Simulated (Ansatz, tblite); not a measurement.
# C14H9Br: a ladder of methods and basis sets

How do method and basis change the picture of C14H9Br (singlet)?

Computed with Ansatz 0.2.0, Gaussian basis. Level: as each input shows.

Plan: GFN1-xTB, GFN2-xTB, PBE-D4/def2-TZVP, r2SCAN-D4/def2-TZVP, PBE-D4/def2-SVP, PBE0-D4/def2-SVP, HF/STO-3G, MP2/def2-SVP.

5 further runs of the same task are left out: 5 that didn't finish.

**1. The relaxed structure**

The geometry is that of the singlet, from an earlier relaxation (PBE0-D4/def2-SVP).

SMILES `Brc1cccc2cc3ccccc3cc12`, 24 atoms, charge 0, spin multiplicity 1.

Bond lengths: Br1–C2 1.889 Å, C2–C3 1.369 Å, C2–C15 1.434 Å, C3–C4 1.420 Å, C3–H16 1.091 Å, C4–C5 1.367 Å, C4–H17 1.092 Å, C5–C6 1.426 Å, C5–H18 1.093 Å, C6–C7 1.398 Å, C6–C15 1.444 Å, C7–C8 1.397 Å, C7–H19 1.093 Å, C8–C9 1.427 Å, C8–C13 1.439 Å, C9–C10 1.369 Å, C9–H20 1.093 Å, C10–C11 1.423 Å and more. Angles: Br1–C2–C3 118.3°, Br1–C2–C15 119.8°, C3–C2–C15 121.9°, C2–C3–C4 120.2°, C2–C3–H16 119.7°, C4–C3–H16 120.1°, C3–C4–C5 120.5°, C3–C4–H17 119.0°, C5–C4–H17 120.5°, C4–C5–C6 120.8°, C4–C5–H18 120.7°, C6–C5–H18 118.5°, C5–C6–C7 121.3°, C5–C6–C15 119.6°, C7–C6–C15 119.1°, C6–C7–C8 122.0°, C6–C7–H19 118.8°, C8–C7–H19 119.2° and more.

PBE0-D4/def2-TZVP was run before; its log isn't repeated, and its numbers join the tables.

**2. GFN1-xTB**

Tight binding, by tblite at 300 K electronic temperature and without a spin-polarisation term:

```python
tblite.interface.Calculator('GFN1-xTB', numbers, positions, charge=0, uhf=0).singlepoint()
```

Energy -1042.5369 eV, HOMO -10.82 eV, LUMO -8.66 eV; 0.023 s.

**3. GFN2-xTB**

Tight binding, by tblite at 300 K electronic temperature and without a spin-polarisation term:

```python
tblite.interface.Calculator('GFN2-xTB', numbers, positions, charge=0, uhf=0).singlepoint()
```

Energy -1051.5751 eV, HOMO -10.16 eV, LUMO -7.98 eV; 0.019 s.

**4. PBE-D4/def2-TZVP**

start.molden holds the orbitals of an earlier run on this state, given as this run's starting guess.

File in.yaml:

```yaml
crystal:
  periodic: [false, false, false]
  atoms:
    - {symbol: Br, position_ang: [-2.746702, 3.092710, -0.256791]}
    - {symbol: C, position_ang: [-2.557822, 1.214499, -0.178834]}
    - {symbol: C, position_ang: [-3.689922, 0.445650, -0.210998]}
    - {symbol: C, position_ang: [-3.592698, -0.970062, -0.154767]}
    - {symbol: C, position_ang: [-2.372010, -1.579020, -0.068313]}
    - {symbol: C, position_ang: [-1.173098, -0.807869, -0.032735]}
    - {symbol: C, position_ang: [0.081865, -1.418168, 0.055426]}
    - {symbol: C, position_ang: [1.264748, -0.675333, 0.091139]}
    - {symbol: C, position_ang: [2.549794, -1.289268, 0.180800]}
    - {symbol: C, position_ang: [3.687708, -0.529649, 0.213477]}
    - {symbol: C, position_ang: [3.609366, 0.890326, 0.158587]}
    - {symbol: C, position_ang: [2.394877, 1.515472, 0.072260]}
    - {symbol: C, position_ang: [1.184842, 0.760012, 0.035466]}
    - {symbol: C, position_ang: [-0.067878, 1.375413, -0.052760]}
    - {symbol: C, position_ang: [-1.250517, 0.632829, -0.088634]}
    - {symbol: H, position_ang: [-4.667493, 0.924691, -0.280129]}
    - {symbol: H, position_ang: [-4.508534, -1.564549, -0.181830]}
    - {symbol: H, position_ang: [-2.293391, -2.667914, -0.025064]}
    - {symbol: H, position_ang: [0.135448, -2.509542, 0.097373]}
    - {symbol: H, position_ang: [2.607127, -2.379994, 0.222981]}
    - {symbol: H, position_ang: [4.665909, -1.011436, 0.282229]}
    - {symbol: H, position_ang: [4.528358, 1.480528, 0.185819]}
    - {symbol: H, position_ang: [2.331415, 2.605751, 0.029986]}
    - {symbol: H, position_ang: [-0.121391, 2.464922, -0.094700]}
basis:
  gaussian: {orbitals: def2-TZVP, initial_orbitals: start.molden}
hamiltonian: {xc: pbe, dispersion: d4}
scf: {omitted_lower_state_checks: [starts]}
output: {forces: true, orbitals: {seedname: orbitals}}
```

Started as:

```
$ ansatz run in.yaml --threads 4 --pin off --events-out ev --progress --plain --max-ram 6963MiB
```

The runs that follow: r2SCAN-D4/def2-TZVP; PBE-D4/def2-SVP; PBE0-D4/def2-SVP; HF/STO-3G; MP2/def2-SVP.

**Question.** What will the summary of the whole plan be? Wanted: gap in def2-TZVP, named functionals, smallest and largest; correlation energy, MP2/def2-SVP; binding an atom, functionals in def2-TZVP; PBE0 total energy, smallest basis above largest.

**Answer**, as computed:

| quantity | value |
| --- | --- |
| gap in def2-TZVP, named functionals, smallest and largest | 2.29 eV (PBE-D4), 3.78 eV (PBE0-D4) |
| correlation energy, MP2/def2-SVP | -55.47 eV |
| binding an atom, functionals in def2-TZVP | 5.34 (r2SCAN-D4) to 5.52 eV (PBE-D4) |
| PBE0 total energy, smallest basis above largest | 23.63 eV (def2-SVP, def2-TZVP) |

What this shows: Over the named functionals in def2-TZVP the gap runs from 2.29 eV (PBE-D4) to 3.78 eV (PBE0-D4); exact exchange widens it.
